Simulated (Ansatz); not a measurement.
# Pd (Pd, A15): the cost of one run

Method: DFT PBEsol, plane waves (420 eV) with PAW, scalar-relativistic; PBE-made PAW files, in Ansatz 0.2.0.

**1. Starting point**

Symmetry: Pm-3n, No. 223, cubic system. The conventional cell has a = 4.901 Å, b = 4.901 Å, c = 4.901 Å, α = 90.00°, β = 90.00°, γ = 90.00°. Around Pd (site symmetry m-3) lie 12 Pd at 2.74 Å. Pd (site symmetry -4m2) is surrounded by 6 Pd at 2.45 to 2.74 Å.

As a file:

```
Pd
1.0
     4.90084    0.00000    0.00000
     0.00000    4.90084    0.00000
     0.00000    0.00000    4.90084
Pd
8
Direct
  0.00000 0.00000 0.00000
  0.50000 0.50000 0.50000
  0.25000 0.00000 0.50000
  0.75000 0.00000 0.50000
  0.50000 0.25000 0.00000
  0.50000 0.75000 0.00000
  0.00000 0.50000 0.25000
  0.00000 0.50000 0.75000
```

The atoms start with moments of +0.5 ×8 μB.

**2. Relaxing cell and atoms**

Input file input.yaml:

```yaml
crystal:
  lattice:
    - [4.9008408999, 0.0, 0.0]
    - [0.0, 4.9008408999, 0.0]
    - [0.0, 0.0, 4.9008408999]
  atoms:
    - { symbol: Pd, position: [0.0, 0.0, 0.0], spin: 0.5 }
    - { symbol: Pd, position: [0.5, 0.5, 0.5], spin: 0.5 }
    - { symbol: Pd, position: [0.25, 0.0, 0.5], spin: 0.5 }
    - { symbol: Pd, position: [0.75, 0.0, 0.5], spin: 0.5 }
    - { symbol: Pd, position: [0.5, 0.25, 0.0], spin: 0.5 }
    - { symbol: Pd, position: [0.5, 0.75, 0.0], spin: 0.5 }
    - { symbol: Pd, position: [0.0, 0.5, 0.25], spin: 0.5 }
    - { symbol: Pd, position: [0.0, 0.5, 0.75], spin: 0.5 }
hamiltonian:
  xc: pbesol
  pseudopotentials:
    kind: paw
    azcp:
      Pd: "pseudopotentials/Pd.paw.azcp"
basis:
  ecutwfc: 420
  fft_grid_basis: typed
kpoints:
  mp_grid: { grid: [5, 5, 5], shift: [0, 0, 0] }
magnetization:
  spin_polarized: true
scf:
  occupations: { method: fermi_dirac, width: 0.05 }
relax:
  max_steps: 60
  f_tol: 0.01
  cell: {}
```

Launch:

```sh
$ ansatz run input.yaml --threads 4 --pin off --max-ram 8192MiB --backend cpu --events-out ev --progress --plain --runs-dir out
```

Q: Estimate wall time and peak memory on 4 threads of Intel Xeon Platinum 8259CL at 2.50GHz (Skylake/Cascade Lake), shared host.

About 35 s, with a peak of 0.64 GiB.
